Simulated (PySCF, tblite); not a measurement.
# C₆H₁₂NP: infrared bands and NMR shifts

What infrared bands and NMR shifts should C₆H₁₂NP (`CC=P1(N(C)C)C=C1`) show?

Computed with tblite 0.8.0 and PySCF 2.14.0, with density-fitted response routines of our own, on a single molecule in the gas phase. Atoms count from 0, in the outputs and in this text.

### 1 The starting structure

20 atoms, charge 0, multiplicity 1; geometry from: GFN2-xTB.

Bonds of the start (Å): C0–C1 1.51, C1–P2 1.72, P2–N3 1.68, N3–C4 1.44, N3–C5 1.45, P2–C6 1.83, C6–C7 1.35, C7–P2 1.80, C0–H8 1.09, C0–H9 1.09, C0–H10 1.09, C1–H11 1.09, C4–H12 1.09, C4–H13 1.09, C4–H14 1.10, C5–H15 1.09, C5–H16 1.10, C5–H17 1.09, C6–H18 1.08, C7–H19 1.08.

### 2 Vibrational analysis with GFN2-xTB

Job settings and geometry (Å):

```
{"job": {"kind": "ir", "xc": "GFN2-xTB", "basis": "xTB"}, "charge": 0, "multiplicity": 1}
C      2.743224    -0.297135    -1.077089
C      1.283070    -0.663089    -0.974415
P      0.403444     0.090661     0.295186
N     -1.246413    -0.067560     0.052383
C     -2.160782    -0.121335     1.168639
C     -1.763028    -0.639262    -1.170155
C      0.626891     1.011332     1.857923
C      0.794688     1.785933     0.766215
H      2.886610     0.749143    -0.806865
H      3.059530    -0.426043    -2.112828
H      3.401254    -0.907435    -0.455509
H      1.090752    -1.737329    -0.978846
H     -3.049831     0.476539     0.947491
H     -1.673832     0.291714     2.051746
H     -2.482292    -1.146283     1.386334
H     -2.638027    -0.069000    -1.494310
H     -2.063200    -1.684730    -1.040904
H     -0.992451    -0.579244    -1.935517
H      0.716877     1.128614     2.924873
H      1.058369     2.815189     0.592610
```

**Question.** This job is followed by: GIAO PBE0/pcSseg-1 NMR shielding, non-relativistic, gas phase. What will the session give for the following? strongest single infrared mode (GFN2-xTB); zero-point energy (GFN2-xTB); 13C shifts against TMS (PBE0/pcSseg-1, means over atoms taken as alike); 1H shifts against TMS (PBE0/pcSseg-1, means over atoms taken as alike); 31P shifts against H3PO4 (PBE0/pcSseg-1); 15N shifts against NH3 (PBE0/pcSseg-1).

As calculated:

| quantity | value |
| --- | --- |
| strongest single infrared mode (GFN2-xTB) | 888 cm⁻¹, 138 km/mol |
| zero-point energy (GFN2-xTB) | 102.0 kcal/mol |
| 13C shifts against TMS (PBE0/pcSseg-1, means over atoms taken as alike) | 183.5, 37.8, 22.4, 13.2 ppm |
| 1H shifts against TMS (PBE0/pcSseg-1, means over atoms taken as alike) | 10.21, 2.79, 1.50, 1.30 ppm |
| 31P shifts against H3PO4 (PBE0/pcSseg-1) | -55.4 ppm |
| 15N shifts against NH3 (PBE0/pcSseg-1) | 45.0 ppm |

**Reading.** No mode is imaginary among the 54: a minimum at this level. The strongest single mode, at 888 cm⁻¹, is spread over many atoms; the largest shares are those of P2, C1. GFN2-xTB is a fitted tight-binding method: band positions and strengths are rough. Its intensities can rank the bands wrongly. At PBE0/pcSseg-1: Shielding is most anisotropic at P2 (span 583 ppm, paramagnetic term -591 ppm).
